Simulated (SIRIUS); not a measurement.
The system is B2Pd3.

```
B Pd
1.0
     4.08200    0.00000    0.00000
     0.00000    4.08200    0.00000
     0.00000    0.00000    4.08200
B Pd
2 3
Direct
  0.00000 0.00000 0.00000
  0.50000 0.50000 0.50000
  0.00000 0.50000 0.50000
  0.50000 0.00000 0.50000
  0.50000 0.50000 0.00000
```

The cell was built by a generator and needn't be a form met in nature.

Base run:

- Program: SIRIUS 7.10.0
- Functional: PBE
- Potentials or basis: SG15 1.2 PBE (norm-conserving)
- Cutoff: 1127 eV
- Density cutoff: 4507 eV
- k mesh: 5 × 5 × 5
- Occupations: fermi-dirac, width 0.05 eV
- Spin: no spin polarisation

Its results: band gap on the k mesh none (metal or under the smearing width); pressure -0.1 GPa.

Q: The run is repeated on the same cell with these changes: potentials or basis from SG15 1.2 PBE (norm-conserving) to SPMS 1.0 PBE (norm-conserving). What comes out?

A: Band gap on the k mesh none (metal or under the smearing width); pressure 0.6 GPa.

Not every run made on this cell is shown here.
